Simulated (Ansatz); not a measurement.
# CH4AlNS: rigid scan of one bond length in Python

How does the energy of CH4AlNS change as one bond is stretched? The task is a rigid scan of one bond length, for CH4AlNS.

All numbers are computed with Ansatz 0.2.0, driven from Python. Level of theory: MP2/6-31G*.

## 1. The system

Bond lengths: N1–C2 1.397 Å, C2–Al3 1.943 Å, C2–S4 1.561 Å, N1–H5 1.008 Å, N1–H6 1.122 Å, Al3–H7 1.656 Å, Al3–H8 1.570 Å. Angles: N1–C2–Al3 118.6°, N1–C2–S4 123.3°, Al3–C2–S4 118.1°, C2–N1–H5 126.0°, C2–N1–H6 118.8°, H5–N1–H6 115.2°, C2–Al3–H7 120.0°, C2–Al3–H8 122.9°, H7–Al3–H8 117.1°.

Input file ch4alns.xyz:

```xyz
8

N    -0.35150    1.37580    0.01680
C    -0.62370    0.02010   -0.17870
Al    0.80130   -1.26670    0.11820
S    -2.01140   -0.51630   -0.65170
H     0.53700    1.76820    0.28760
H    -1.16970    2.12320   -0.16010
H     2.29990   -0.74890    0.59580
H     0.61040   -2.81240   -0.08360
```

## 2. Script

Contents of scan_ch4alns.py:

```python
'''Stretching a bond of CH4AlNS, the rest held rigid.'''

import logging
import sys

import ansatz as az
import numpy as np

logging.basicConfig(stream=sys.stdout, format='[%(levelname)s] %(message)s')
log = logging.getLogger('ch4alns')
log.setLevel(logging.INFO)


def main() -> None:
    molecule = az.Crystal.molecule_from_extxyz('ch4alns.xyz')

    symbols = [site.symbol for site in molecule.cartesian_sites]
    start = np.array([site.position_ang for site in molecule.cartesian_sites])
    axis = (start[6] - start[2]) / np.linalg.norm(start[6] - start[2])
    moving = [6]
    lengths, energies = [1.457, 1.523, 1.59, 1.656, 1.722, 1.788, 1.855, 1.954], []
    for length in lengths:
        xyz = start.copy()
        xyz[moving] += (length - np.linalg.norm(start[6] - start[2])) * axis
        point = az.Crystal.molecule()
        for symbol, place in zip(symbols, xyz):
            point = point.atom(symbol, place.tolist())
        calc = point.calculation().basis(gaussian='6-31G*').correlation('mp2')
        rep = calc.run(threads=1).report
        energies.append(rep['free_energy_ev'])
        log.info(f'r = {length:6.3f} A  E = {energies[-1]:.5f} eV  <S^2> = {abs(rep["mean_field"]["state"]["spin_squared"]):.3f}')

    # quartic fit about the minimum
    fit = np.polynomial.Polynomial.fit(lengths, np.array(energies) - min(energies), 4).convert()
    roots = [r.real for r in fit.deriv().roots() if abs(r.imag) < 1e-9 and fit.deriv(2)(r.real) > 0]
    r_e = min(roots, key=lambda r: abs(r - lengths[int(np.argmin(energies))]))
    log.info(f'minimum of the fit at {r_e:.4f} A, force constant {fit.deriv(2)(r_e):.2f} eV/A^2')


if __name__ == '__main__':
    main()
```

## 3. What the engine is handed

The engine receives this input (first run):

```yaml
crystal:
  periodic: [false, false, false]
  atoms:
    - { symbol: "N", position_ang: [-0.3515, 1.3758, 0.0168] }
    - { symbol: C, position_ang: [-0.6237, 0.0201, -0.1787] }
    - { symbol: Al, position_ang: [0.8013, -1.2667, 0.1182] }
    - { symbol: S, position_ang: [-2.0114, -0.5163, -0.6517] }
    - { symbol: H, position_ang: [0.537, 1.7682, 0.2876] }
    - { symbol: H, position_ang: [-1.1697, 2.1232, -0.1601] }
    - { symbol: H, position_ang: [2.11989045181438, -0.8110973468907741, 0.5384314158458213] }
    - { symbol: H, position_ang: [0.6104, -2.8124, -0.0836] }
basis:
  gaussian:
    orbitals: "6-31G*"
correlation:
  method: mp2
```

## 4. Running it

Command:

```sh
> python scan_ch4alns.py
```

Log:

```text
[INFO] r =  1.457 A  E = -19986.09921 eV  <S^2> = 0.000
[INFO] r =  1.523 A  E = -19986.22261 eV  <S^2> = 0.000
[INFO] r =  1.590 A  E = -19986.26648 eV  <S^2> = 0.000
[INFO] r =  1.656 A  E = -19986.24752 eV  <S^2> = 0.000
[INFO] r =  1.722 A  E = -19986.18109 eV  <S^2> = 0.000
[INFO] r =  1.788 A  E = -19986.07847 eV  <S^2> = 0.000
[INFO] r =  1.855 A  E = -19985.94656 eV  <S^2> = 0.000
[INFO] r =  1.954 A  E = -19985.71603 eV  <S^2> = 0.000
[INFO] minimum of the fit at 1.6003 A, force constant 13.63 eV/A^2
```

It took 6.9 s on 1 thread of Arm Neoverse V2, shared host; peak memory 0.2 GiB.

## 5. Inputs of later runs

The engine's inputs for some of the other runs:

Run 2, against run 1:

```diff
@@ -10 +10 @@
-    - { symbol: H, position_ang: [2.11989045181438, -0.8110973468907741, 0.5384314158458213] }
+    - { symbol: H, position_ang: [2.1796206987737134, -0.790459203373129, 0.5574672932966273] }
```

Run 4, against run 1:

```diff
@@ -10 +10 @@
-    - { symbol: H, position_ang: [2.11989045181438, -0.8110973468907741, 0.5384314158458213] }
+    - { symbol: H, position_ang: [2.299986196434189, -0.7488702171936321, 0.5958274705838573] }
```

Run 6, against run 1:

```diff
@@ -10 +10 @@
-    - { symbol: H, position_ang: [2.11989045181438, -0.8110973468907741, 0.5384314158458213] }
+    - { symbol: H, position_ang: [2.4194466903528564, -0.7075939301583418, 0.6338992254854692] }
```

## 6. Run by run

One row for each of the 8 runs:

| run | distance (Å) | energy from run 3 (eV) | iterations in all | CPU time (s) |
| --- | --- | --- | --- | --- |
| 1 | 1.46 | 0.1673 | 12 | 0.79 |
| 2 | 1.52 | 0.0439 | 12 | 0.79 |
| 3 | 1.59 | 0.0000 | 12 | 0.79 |
| 4 | 1.66 | 0.0190 | 12 | 0.79 |
| 5 | 1.72 | 0.0854 | 12 | 0.77 |
| 6 | 1.79 | 0.1880 | 13 | 0.82 |
| 7 | 1.85 | 0.3199 | 13 | 0.81 |
| 8 | 1.95 | 0.5504 | 13 | 0.81 |

## 7. Results

| quantity | value |
| --- | --- |
| bond length at the fit's minimum | 1.6003 Å |
| runs compared | 8 |
| range of energy | 0.550 eV |
| lowest point, distance (Å) | 1.59 |

**Reading.** The lowest point, at 1.59, lies inside the range. The ends stand 0.167 and 0.55 eV above it. The distance scanned is the script's pair 2, 6. What to keep in mind:
- The rest of the molecule is held rigid at a force-field or estimated start geometry, and the basis set is modest; single-reference methods fail as a bond breaks.
- The orbitals are restricted, so S² is zero by construction.
